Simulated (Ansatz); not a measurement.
A run of Ansatz 0.2.0:

The input input.yaml:

```yaml
crystal:
  lattice:
    - [4.11705, 0.0, 0.0]
    - [-2.05853, 3.56547, 0.0]
    - [0.0, 0.0, 5.4458]
  atoms:
    - { symbol: Ni, position: [0.0, 0.0, 0.95775], spin: 1.0 }
    - { symbol: Mo, position: [0.66667, 0.33333, 0.96161], spin: 1.0 }
    - { symbol: Pd, position: [0.66667, 0.33333, 0.46295] }
    - { symbol: Ir, position: [0.33333, 0.66667, 0.72572], spin: 0.6 }
    - { symbol: W, position: [0.33333, 0.66667, 0.23642] }
hamiltonian:
  xc: r2scan0
  pseudopotentials: { kind: paw }
magnetization:
  spin_polarized: true
kpoints:
  mp_grid: { grid: [3, 3, 2] }
scf:
  occupations: { method: fermi_dirac, width: 0.05 }
output:
  forces: true
  stress: true
  eigenvalues: true
  write_density: true
  write_potential: true
  elf: true
  volumetric_format: npy
```

Potentials or basis: Ansatz PAW.

Command:

```sh
$ ansatz run input.yaml --threads 8 --pin off --max-ram 20480MiB --backend cpu --events-out ev --progress --plain --runs-dir out
```

Hardware: 8 threads of Intel(R) Xeon(R) Platinum 8259CL CPU @ 2.50GHz (Skylake/Cascade Lake), on a shared host.

Question: How long does it take, and how much memory?

Answer: Wall time 85 s on 8 threads of Intel(R) Xeon(R) Platinum 8259CL CPU @ 2.50GHz (Skylake/Cascade Lake), with other jobs on the host, peak memory 1.6 GiB. Counts: scf iterations 126, plane waves 2041, k points 6, bands 51.
